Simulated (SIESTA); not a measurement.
NiMoIrPdW in SIESTA: convergence with real-space mesh cutoff

NiMoIrPdW:

```
Ni Mo Pd Ir W
1.0
     2.76078    0.00000    0.00000
    -1.38039    2.39090    0.00000
     0.00000    0.00000   11.34051
Ni Mo Pd Ir W
1 1 1 1 1
Direct
  0.00000 0.00000 0.70917
  0.66667 0.33333 0.29425
  0.66667 0.33333 0.89901
  0.00000 0.00000 0.10604
  0.66667 0.33333 0.52921
```

The cell was built by a generator and needn't be a form met in nature.

| Property | Result |
| --- | --- |
| Program | SIESTA 5.4.2 |
| Task | single point |
| Functional | PBE |
| Potentials or basis | PseudoDojo 0.4 standard (PBE files) |
| Basis | DZP (energy shift 0.003 Ry; two zetas on semicore shells) |
| Grid cutoff | 100 Ry |
| Energy shift | 0.003 Ry |
| k mesh | 11 × 11 × 3 |
| Occupations | fermi-dirac, width 0.05 eV |
| Spin | collinear spin, ferromagnetic start |
| Starting moments | [1.0, 1.0, 0.0, 0.6, 0.0] μB |

These are the settings of the first run; the series varies real-space mesh cutoff, with any setting tied to it.

Hardware: 4 MPI ranks on Arm Neoverse V2, with other jobs on the host.

| real-space mesh cutoff | energy less the tightest run, at zero smearing (meV/atom) | pressure (GPa) | largest force (eV/Å) | SCF cycles | CPU time (s) |
| --- | --- | --- | --- | --- | --- |
| 100 Ry | -38.70 | 2.95 | 0.647 | 48 | 370 |
| 150 Ry | -17.96 | 2.56 | 0.631 | 47 | 380 |
| 200 Ry | -4.13 | 2.26 | 0.642 | 46 | 420 |
| 300 Ry | -1.27 | 2.23 | 0.644 | 43 | 460 |
| 400 Ry | -0.97 | 2.23 | 0.643 | 43 | 480 |
| 500 Ry | -0.37 | 2.23 | 0.644 | 43 | 580 |
| 700 Ry | -0.15 | 2.24 | 0.643 | 43 | 700 |
| 900 Ry | -0.02 | 2.22 | 0.643 | 42 | 910 |
| 1200 Ry | 0.00 | 2.21 | 0.643 | 42 | 1000 |

Against the tightest run, the energy stays within 1 meV/atom from 400 Ry on; the pressure stays within 0.1 GPa from 200 Ry on; the largest force stays within 0.005 eV/Å from 200 Ry on. Values are those asked for, which the program may round to a finer grid. The tightest run that finished is the yardstick and may itself not be fully converged.

Caveat, for the tightest run too: short orbitals over semicore shells can move pressures by several GPa; the basis of atomic orbitals isn't converged, which shifts pressures, moduli and gaps. The run has no spin-orbit coupling, so splittings on Ir, W are missing.
